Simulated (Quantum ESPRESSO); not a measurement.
Crystal: PtS2.

```
Pt S
1.0
     3.54320    0.00000    0.00000
    -1.77160    3.06850    0.00000
     0.00000    0.00000    5.03880
Pt S
1 2
Cartesian
  0.0000 0.0000 0.0000
  1.7716 1.0228 3.8950
  0.0000 2.0457 1.1438
```

Base run:

| Item | Value |
| --- | --- |
| Program | Quantum ESPRESSO 7.5 |
| Functional | PBE |
| Potentials or basis | PseudoDojo 0.4.1 SR PBE standard |
| Cutoff | 1143 eV |
| Density cutoff | 4572 eV |
| k mesh | 6 × 6 × 4 |
| Occupations | fixed |
| Spin | no spin polarisation |

Its results: band gap on the k mesh, mean-field level 0.96 eV, indirect (least direct gap 1.48 eV).

**Question.** The run is repeated on the same cell with these changes: k mesh from 6 × 6 × 4 to 3 × 3 × 4. What comes out?

**Answer.** Band gap on the k mesh, mean-field level 1.07 eV, indirect (least direct gap 1.48 eV).

Caveats: some runs use coarse meshes; spin-orbit coupling is left out, which moves the levels of the heavy elements; an odd mesh through Γ misses points on the zone boundary, where band edges often lie (some runs).
